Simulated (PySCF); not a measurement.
# One shape, several levels: GaSiH5 (GaH2(SiH3))

Aim: a comparison of 6 runs (MP2/def2-SVP, MP2/def2-SVPD, MP2/def2-TZVP, MP2/ma-def2-TZVP, MP2/def2-TZVPD, MP2/def2-TZVPPD) of GaSiH5 (GaH2(SiH3)). The job is set up through a Python script.

The results are computed with PySCF 2.14.0.

1 further run of the same task is left out (set aside as unsound or not needed).

## 1. The system as given

The species is GaSiH5 (7 atoms), meant as a singlet with charge 0. SMILES: `[H][Ga]([H])[SiH3]`. The shape comes from GFN2-xTB, which is rough for such elements, and wasn't checked as a minimum.

Bond lengths: Ga1–Si4 2.405 Å, Ga1–H2 1.617 Å, Ga1–H3 1.615 Å, Si4–H5 1.477 Å, Si4–H6 1.477 Å, Si4–H7 1.476 Å. Angles: Ga1–Si4–H5 111.7°, Ga1–Si4–H6 111.5°, Ga1–Si4–H7 112.7°, H2–Ga1–Si4 127.0°, H3–Ga1–Si4 127.5°, H5–Si4–H6 107.1°, H5–Si4–H7 106.8°, H6–Si4–H7 106.8°, H2–Ga1–H3 105.4°.

## 2. The energy at MP2/def2-SVP (run 1)

The input, mol.xyz:

```xyz
7

Ga     0.660170     1.155470     0.006130
H      2.263320     1.358430     0.053590
H      0.038850     2.646170    -0.019320
Si    -0.535550    -0.930740    -0.011480
H     -1.856820    -0.807120     0.636090
H      0.204680    -1.984390     0.712100
H     -0.774660    -1.437830    -1.377100
```

The input, run.py:

```python
from pyscf import gto, mp

mol = gto.M(
    atom='mol.xyz',
    max_memory=1860,
    basis='def2-svp',
    spin=0,
    verbose=3,
)

mf = mol.RHF()
mf.conv_tol = 1e-10
mf.kernel()
if not mf.converged:
    mf = mf.newton().run(mf.mo_coeff, mf.mo_occ)

pt = mp.MP2(mf, frozen=14).run()
e_tot = pt.e_tot
print(f'total energy: {e_tot:.8f} hartree')
```

On the command line:

```
$ OMP_NUM_THREADS=1 python run.py
```

Output:

```text
converged SCF energy = -2214.72168689639
E(RMP2) = -2215.04437828398  E_corr = -0.322691387590174
E(SCS-RMP2) = -2215.04244271908  E_corr = -0.320755822695559
total energy: -2215.04437828 hartree
```

Wall time 1.2 s (1 thread of Intel Xeon Platinum 8488C (Sapphire Rapids), shared host); peak memory 0.16 GiB.

## 3. A single-point energy at MP2/def2-SVPD (run 2)

The input, calc.py:

```python
# GaH2(SiH3)
from pyscf import gto, scf, mp

system = gto.M(
    atom=[
    ('Ga', (0.660170, 1.155470, 0.006130)),
    ('H', (2.263320, 1.358430, 0.053590)),
    ('H', (0.038850, 2.646170, -0.019320)),
    ('Si', (-0.535550, -0.930740, -0.011480)),
    ('H', (-1.856820, -0.807120, 0.636090)),
    ('H', (0.204680, -1.984390, 0.712100)),
    ('H', (-0.774660, -1.437830, -1.377100)),
],
    verbose=3,
    charge=0,
    basis='def2-svpd',
    max_memory=1860,
)

mf = scf.RHF(system)
mf.conv_tol = 1e-10
mf.kernel()
if not mf.converged:
    mf = mf.newton().run(mf.mo_coeff, mf.mo_occ)

pt = mp.MP2(mf, frozen=14).run()
e_tot = pt.e_tot
print('Final energy', e_tot)
```

On the command line:

```
$ OMP_NUM_THREADS=1 python calc.py
```

Output:

```text
converged SCF energy = -2214.72543868344
E(RMP2) = -2215.05809356516  E_corr = -0.332654881719415
E(SCS-RMP2) = -2215.05629554113  E_corr = -0.330856857691697
Final energy -2215.0580935651597
```

Wall time 2.1 s (1 thread of Intel Xeon Platinum 8488C (Sapphire Rapids), shared host); peak memory 0.26 GiB.

Runs 3 to 5 aren't shown in full; the table further down has their settings and results.

## 4. A single-point energy at MP2/def2-TZVPPD (run 6)

The input, job.py:

```python
from pyscf import gto, mp

mol = gto.M(
    atom='''
Ga     0.660170     1.155470     0.006130
H      2.263320     1.358430     0.053590
H      0.038850     2.646170    -0.019320
Si    -0.535550    -0.930740    -0.011480
H     -1.856820    -0.807120     0.636090
H      0.204680    -1.984390     0.712100
H     -0.774660    -1.437830    -1.377100
''',
    charge=0,
    max_memory=1860,
    basis='def2-tzvppd',
    verbose=3,
)

calc0 = mol.RHF()
calc0.conv_tol = 1e-10
calc0.kernel()
if not calc0.converged:
    calc0 = calc0.newton().run(calc0.mo_coeff, calc0.mo_occ)

pt = mp.MP2(calc0, frozen=14).run()
e_final = pt.e_tot
print('E = %.10f Eh' % e_final)
```

On the command line:

```
$ OMP_NUM_THREADS=1 python job.py
```

Output:

```text
converged SCF energy = -2215.0747608981
E(RMP2) = -2215.44193174322  E_corr = -0.367170845115701
E(SCS-RMP2) = -2215.44458309378  E_corr = -0.369822195674507
E = -2215.4419317432 Eh
```

Run time: 14 s. Hardware: 1 thread of Intel Xeon Platinum 8488C (Sapphire Rapids), shared host; peak memory 1.5 GiB.

## 5. All runs side by side

```tsv
run	level	energy (Eh)	dipole moment (D) of the reference	HOMO energy (eV)	LUMO energy (eV)	wall time
1	MP2/def2-SVP	-2215.044378	0.47	-10.52	0.63	1.2 s
2	MP2/def2-SVPD	-2215.058094	0.63	-10.48	0.66	2.1 s
3	MP2/def2-TZVP	-2215.421178	0.63	-10.48	0.62	3.6 s
4	MP2/ma-def2-TZVP	-2215.421692	0.63	-10.47	0.35	4.2 s
5	MP2/def2-TZVPD	-2215.425818	0.62	-10.46	0.61	6 s
6	MP2/def2-TZVPPD	-2215.441932	0.62	-10.46	0.60	14 s
```

Convergence of the dipole moment (Hartree–Fock density) of singlet GaSiH5 with the basis set, against the last point:

```tsv
basis set	from the last (D)	wall time
def2-SVP	-0.1555	1.2 s
def2-SVPD	+0.0058	2.1 s
def2-TZVP	+0.0138	3.6 s
ma-def2-TZVP	+0.0111	4.2 s
def2-TZVPD	-0.0029	6 s
def2-TZVPPD	+0.0000	14 s
```

Convergence of the HOMO energy (Hartree–Fock orbitals) of singlet GaSiH5 with the basis set, against the last point:

```tsv
basis set	from the last (eV)	wall time
def2-SVP	-0.0585	1.2 s
def2-SVPD	-0.0263	2.1 s
def2-TZVP	-0.0171	3.6 s
ma-def2-TZVP	-0.0108	4.2 s
def2-TZVPD	-0.0026	6 s
def2-TZVPPD	+0.0000	14 s
```

## 6. Results

| quantity | value |
| --- | --- |
| run 6: total energy | -2215.44193 Eh |
| run 6: dipole moment (Hartree–Fock density) | 0.62 D |
| run 6: HOMO energy (Hartree–Fock orbitals) | -10.46 eV |
| run 6: LUMO energy (Hartree–Fock orbitals) | 0.60 eV |
| run 6: HOMO–LUMO gap (Hartree–Fock orbitals) | 11.06 eV |
| run 6: correlation energy (14 core orbitals frozen) | -367.2 mEh |

**Reading.** For the dipole moment (Hartree–Fock density) of singlet GaSiH5 to stay within 0.02 D of the last point, def2-SVPD is the first point of the series from which all later ones do (2.1 s against 14 s). For the HOMO energy (Hartree–Fock orbitals) of singlet GaSiH5 to stay within 0.05 eV of the last point, def2-SVPD is the first point of the series from which all later ones do (2.1 s against 14 s). Over the runs the total energy spans 10.818 eV. All runs together took 32 s, the longest 14 s.
